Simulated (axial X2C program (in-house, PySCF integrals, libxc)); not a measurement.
# A two-component session on GaO: EOM-IP-CCSD levels

Aim: EOM-IP-CCSD levels of GaO, with spin–orbit coupling in the Hamiltonian from the start.

Method: two-component X2C with atomic mean-field terms, Ga dyall-acv3z, O dyall-av3z; program: an in-house X2C program for linear molecules on PySCF integrals.

All values are calculated.

**1. The job**

Contents of task.json:

```json
{"zs": [31, 8], "q": 0, "bas": ["dyall-acv3z", "dyall-av3z"], "r0": 1.74, "eom": "ip", "rq": -1, "thr": -2.0, "nmax": 95, "grid": [1, 0.96, 1.045, 0.92, 1.09, 1.15]}
```

Keys: zs atomic numbers; q charge; bas basis sets; r0 starting distance in Å; eom kind of EOM run; thr threshold in hartree for freezing inner shells (an s shell follows its p shell); nmax most natural virtual spinors; grid distances as factors.

Run with:

```sh
> python soeom.py task.json out
```

Nuclei are Gaussian, cores are contracted, and the Gaunt term is on.

**2. EOM-IP-CCSD at 1.706 Å**

Reference: the closed shell GaO⁻; 20 electrons correlated, 82 virtual spinors; roots sought by Ω: 1/2: 4, 3/2: 3, 5/2: 1.

Output:

```text
two-component X2C + atomic mean field  HF
basis functions 178  fitting functions 986  grid points 5073
iter        total energy     max residual
   1      -2011.769159369     3.29e+00
   2      -2016.535116009     7.50e-02
   3      -2016.531473688     7.57e-02
   4      -2016.596776540     6.59e-03
   5      -2016.597160105     4.90e-03
   6      -2016.597491494     4.60e-04
   7      -2016.597504637     2.09e-04
   8      -2016.597507354     9.55e-05
   9      -2016.597507922     2.53e-05
  10      -2016.597507978     7.33e-06
  11      -2016.597507981     1.64e-06
  12      -2016.597507981     1.04e-06
converged
one-electron -2975.50768871  Coulomb 965.57198624  exact exchange -82.93921857  xc functional 0.00000000  nuclear repulsion 76.92611272  atomic mean-field constant -0.64869967
correlated 20  virtual 290  natural virtual 82  E(MP2) -0.850903487  MP2 remainder -0.125783035
iter   CCSD correlation   residual
   1     -0.644191277   2.55e-01
   2     -0.669644387   1.54e-01
   3     -0.676580147   3.54e-02
   4     -0.676702896   1.53e-02
   5     -0.676734309   4.78e-03
   6     -0.676796021   1.89e-03
   7     -0.676793586   6.41e-04
   8     -0.676784187   2.25e-04
   9     -0.676793058   6.70e-05
  10     -0.676789662   2.62e-05
  11     -0.676790282   1.16e-05
  12     -0.676790205   4.56e-06
  13     -0.676790129   2.29e-06
  14     -0.676790126   1.28e-06
(T) -0.022601609  T1 0.0347  D1 0.0656  max T2 0.069
EOM-IP-CCSD roots
2*Omega      energy/Eh   energy/eV  one-particle weight
    1       0.09199831      2.5034      0.938
    1       0.11626974      3.1639      0.904
    1       0.22764849      6.1946      0.892
    1       0.37816924     10.2905      0.000
    3       0.11544901      3.1415      0.904
    3       0.37811911     10.2891      0.000
    3       0.39705902     10.8045      0.002
    5       0.40454738     11.0083      0.000
```

T1 in the output is the amplitude norm over the root of the electron number; divide by √2 for the Lee–Taylor value.

```
  Ω  vertical IE (eV)  above lowest (cm⁻¹)                          spinor  weight
1/2             2.503                    0  39% O pσ, 28% Ga sσ, 26% Ga pσ    0.94
3/2             3.142                 5150             81% O pπ, 10% Ga pπ    0.90
1/2             3.164                 5330             81% O pπ, 10% Ga pπ    0.90
1/2             6.195                29770             49% O pσ, 39% Ga sσ    0.89
```

Run time: 30 s. Hardware: 1 thread of Arm Neoverse N1, shared host; peak memory 1.1 GiB.

**3. EOM-IP-CCSD at 1.638 Å**

```
  Ω  vertical IE (eV)  above lowest (cm⁻¹)                          spinor  weight
1/2             2.467                    0  34% O pσ, 32% Ga sσ, 27% Ga pσ    0.94
3/2             3.421                 7700             80% O pπ, 11% Ga pπ    0.90
1/2             3.443                 7870             80% O pπ, 11% Ga pπ    0.90
1/2             6.204                30140             54% O pσ, 34% Ga sσ    0.89
```

It took 31 s on 1 thread of Arm Neoverse N1, shared host; peak memory 1.1 GiB.

**4. EOM-IP-CCSD at 1.783 Å**

```
  Ω  vertical IE (eV)  above lowest (cm⁻¹)                          spinor  weight
1/2             2.512                    0  44% O pσ, 26% Ga pσ, 24% Ga sσ    0.93
3/2             2.854                 2760             83% O pπ, 10% Ga pπ    0.90
1/2             2.874                 2920             82% O pπ, 10% Ga pπ    0.90
1/2             6.211                29830             45% Ga sσ, 44% O pσ    0.89
```

It took 30 s on 1 thread of Arm Neoverse N1, shared host; peak memory 1.1 GiB.

**5. EOM-IP-CCSD at 1.569 Å**

```
  Ω  vertical IE (eV)  above lowest (cm⁻¹)                          spinor  weight
1/2             2.395                    0  35% Ga sσ, 31% O pσ, 27% Ga pσ    0.94
3/2             3.718                10670             79% O pπ, 11% Ga pπ    0.91
1/2             3.741                10860             79% O pπ, 12% Ga pπ    0.91
1/2             6.217                30830             58% O pσ, 30% Ga sσ    0.89
```

Run time: 31 s. Hardware: 1 thread of Arm Neoverse N1, shared host; peak memory 1.1 GiB.

**6. EOM-IP-CCSD at 1.859 Å**

```
  Ω  vertical IE (eV)  above lowest (cm⁻¹)                          spinor  weight
1/2             2.487                    0  49% O pσ, 26% Ga pσ, 20% Ga sσ    0.93
3/2             2.592                  850              84% O pπ, 9% Ga pπ    0.90
1/2             2.611                 1000              83% O pπ, 9% Ga pπ    0.90
1/2             6.251                30360             51% Ga sσ, 38% O pσ    0.89
```

Run time: 34 s. Hardware: 1 thread of Arm Neoverse N1, shared host; peak memory 1.1 GiB.

**7. EOM-IP-CCSD at 1.962 Å**

```
  Ω  vertical IE (eV)  above lowest (cm⁻¹)                          spinor  weight
3/2             2.285                    0              85% O pπ, 8% Ga pπ    0.90
1/2             2.300                  120              85% O pπ, 9% Ga pπ    0.90
1/2             2.419                 1080  55% O pσ, 25% Ga pσ, 15% Ga sσ    0.92
1/2             6.343                32730             58% Ga sσ, 31% O pσ    0.88
```

Run time: 35 s. Hardware: 1 thread of Arm Neoverse N1, shared host; peak memory 1.1 GiB.

**8. Curves of the states**

Energies in eV from the lowest point of the lowest state; states are followed by energy order within each Ω.

```
R (Å)  (1)Ω=1/2  (1)Ω=3/2  (2)Ω=1/2  (3)Ω=1/2
1.569    0.2611    1.5836    1.6074    4.0835
1.638    0.0359    0.9901    1.0114    3.7725
1.706    0.0000    0.6381    0.6605    3.6912
1.783    0.1006    0.4426    0.4632    3.7995
1.859    0.2915    0.3971    0.4159    4.0562
1.962    0.5059    0.4907    0.6246    4.5490
```

**9. Summary of results**

| quantity | value |
| --- | --- |
| lowest root at 1.706 Å | Ω = 1/2, 2.503 eV |
| next root led by one particle | Ω = 3/2, about 5150 cm⁻¹ higher |
| T1 of the reference | 0.025 |

What this shows: Removing an electron from the reference determinant of GaO⁻ costs 2.50 eV and empties a spinor of 39% O pσ, 28% Ga sσ, 26% Ga pσ. Errors of 0.1 to 0.3 eV are usual at this size, and roots led by higher excitations are left out, so the list is incomplete, and low states of that kind can be missing.
